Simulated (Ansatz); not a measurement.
# BFH3NO: up Jacob's ladder to CCSD(T)

How much do the methods differ for BFH3NO? The plan is to run it at one geometry with functionals of several rungs and with coupled cluster, and see how far each lands from CCSD(T) at the basis-set limit for the atomisation energy.

The runs use Ansatz 0.2.0, Gaussian basis; functionals in def2-TZVPP, the program's frozen cores in correlated methods.

The runs, in order: LDA (SPW92), PBE-D4, revPBE-D4, BLYP-D4, r2SCAN-D4, B97M-V, PBE0-D4, B3LYP-D4, r2SCANh-D4, r2SCAN0-D4, HSE06-D4, BHLYP-D4, CAM-B3LYP-D4, LC-ωPBE, ωB97X-V, ωB97M-V, B2PLYP, PBE-QIDH; CCSD(T)/def2-SVP; CCSD(T)/def2-TZVPP; MP2/def2-QZVPP; extrapolation to the limit; RPA on PBE.

### Step 1. The geometry

The geometry comes from an earlier relaxation with PBE0-D4 in a triple-zeta def2 set; it is a stationary point, not always the lowest conformer.

7 atoms, charge 0, spin multiplicity 1.

Atoms are counted from 1 here; the program's logs count them from 0.

Bond lengths: N1–B2 1.406 Å, N1–H5 1.004 Å, N1–H6 1.003 Å, B2–O3 1.363 Å, B2–F4 1.337 Å, O3–H7 0.957 Å. Angles: B2–N1–H5 121.1°, B2–N1–H6 124.7°, H5–N1–H6 114.2°, N1–B2–O3 125.7°, N1–B2–F4 118.3°, O3–B2–F4 116.0°, B2–O3–H7 114.6°.

### Step 2. LDA

This LDA is Slater exchange with PW92 correlation.

in.yaml

```yaml
crystal:
  periodic: [false, false, false]
  atoms:
    - {symbol: N, position_ang: [-0.531796, 0.753355, -0.032135]}
    - {symbol: B, position_ang: [0.039290, -0.505707, -0.288805]}
    - {symbol: O, position_ang: [1.106278, -1.044256, 0.366996]}
    - {symbol: F, position_ang: [-0.494758, -1.258237, -1.256257]}
    - {symbol: H, position_ang: [-1.320361, 1.081730, -0.559678]}
    - {symbol: H, position_ang: [-0.210145, 1.394327, 0.668472]}
    - {symbol: H, position_ang: [1.472692, -0.489212, 1.055706]}
basis:
  gaussian: {orbitals: def2-TZVPP}
hamiltonian: {xc: lda}
output: {orbitals: {seedname: orbitals}}
```

The runs that follow: PBE-D4 (GGA); revPBE-D4 (GGA); BLYP-D4 (GGA); r2SCAN-D4 (meta-GGA); B97M-V (meta-GGA); PBE0-D4 (hybrid); B3LYP-D4 (hybrid); r2SCANh-D4 (hybrid); r2SCAN0-D4 (hybrid); HSE06-D4 (hybrid); BHLYP-D4 (hybrid); CAM-B3LYP-D4 (range-separated); LC-ωPBE-D4 (range-separated); ωB97X-V (range-separated); ωB97M-V (range-separated); B2PLYP (double hybrid); PBE-QIDH (double hybrid); CCSD(T) in def2-SVP; CCSD(T) in def2-TZVPP; MP2 in def2-QZVPP; RPA on PBE orbitals.

**Question.** What will the summary of the whole plan be? Wanted: atomisation energy, CCSD(T)/CBS; farthest beyond LDA; mean size of error, GGA; mean size of error, meta-GGA; mean size of error, hybrid; mean size of error, range-separated; mean size of error, double hybrid; gap, smallest and largest; T1 diagnostic.

The runs gave:

| quantity | value |
| --- | --- |
| atomisation energy, CCSD(T)/CBS | 2947.1 kJ/mol |
| functionals within 14.7 kJ/mol (0.5 %) | r2SCAN-D4, B97M-V, PBE0-D4, B3LYP-D4, HSE06-D4, LC-ωPBE, ωB97X-V |
| farthest beyond LDA | BHLYP-D4 (-107.2 kJ/mol) |
| mean size of error, GGA | 39.4 kJ/mol |
| mean size of error, meta-GGA | 4.5 kJ/mol |
| mean size of error, hybrid | 33.1 kJ/mol |
| mean size of error, range-separated | 14.1 kJ/mol |
| mean size of error, double hybrid | 22.1 kJ/mol |
| gap, smallest and largest | 5.99 eV (BLYP-D4), 13.47 eV (LC-ωPBE) |
| T1 diagnostic | 0.0111 |
| triples share of the correlation energy | 3.2 % |

In words: The LDA atomisation energy is off by 470.1 kJ/mol (16 %): it overbinds. PBE-D4 misses by +75.9 kJ/mol. Double hybrids carry the basis error of their MP2 part in triple zeta, and no dispersion term here, so their miss is partly the set-up's. The rungs meta-GGA, range-separated miss on average by less than the doubt on the reference (14.7 kJ/mol), so they tie. The reference freezes the cores and leaves out relativity and excitations past (T), so misses under about 14.7 kJ/mol can't be ranked. Hartree-Fock recovers 72 % of the binding; the rest is correlation. CCSD(T) in def2-SVP is off by -169.7 kJ/mol, more than most functionals: a good method in a small basis is no reference. The gap grows from 6.0 to 13.5 eV across the functionals, mostly with the share of exact exchange.
